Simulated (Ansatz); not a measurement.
Runs of Ansatz 0.2.0 on VCrC2. Symmetry: R-3m, No. 166, trigonal system. The conventional cell has a = 2.921 Å, b = 2.921 Å, c = 14.218 Å, α = 90.00°, β = 90.00°, γ = 120.00°. Cr (site symmetry -3m) has 6 C at 2.05 Å as nearest neighbours. V (site symmetry -3m) is surrounded by 6 C at 2.07 Å. C (site symmetry 3m) has 3 Cr at 2.05 Å and 3 V at 2.07 Å as nearest neighbours. The cell comes from a database or a generator and needn't be the stable form of this composition.

```tsv
screening (1/Å)	gap on the mesh (eV)	pressure (GPa)	moment (μB)	largest force (eV/Å)
0.3	none	2.3	(b)	0.91
0.2	none	2.2	2.27	(a)
0.4	none	2.5	2.04	(c)
0.15	none	2.0	2.30	1.01
0.6	none	3.2	1.97	0.68
0.1	none	2.0	2.30	1.03
```

Alike in all rows: task single point; level HSE06 form with a typed share of exact exchange; potentials or basis Ansatz PAW; spin collinear, ferromagnetic start; cell as given; k mesh 6 × 6 × 6; cutoff (eV) 420; smearing fermi-dirac 0.05 eV; the mesh is coarse, so values aren't converged.

Fill in the values left out.

(a) 0.99; (b) 2.16; (c) 0.82.

Caveats: all runs use coarse meshes; the magnetic or orbital state may not be the lowest; the PAW data sets come from PBE, with cores solved anew for the run's functional, which leaves a small shift of forces and pressure; the thresholds are loose for stress; forces of over 1 eV/Å show positions far from the minimum, so gaps and moduli don't describe the material at rest (some runs).

A gap of «none» marks a metal or a gap under the smearing width.
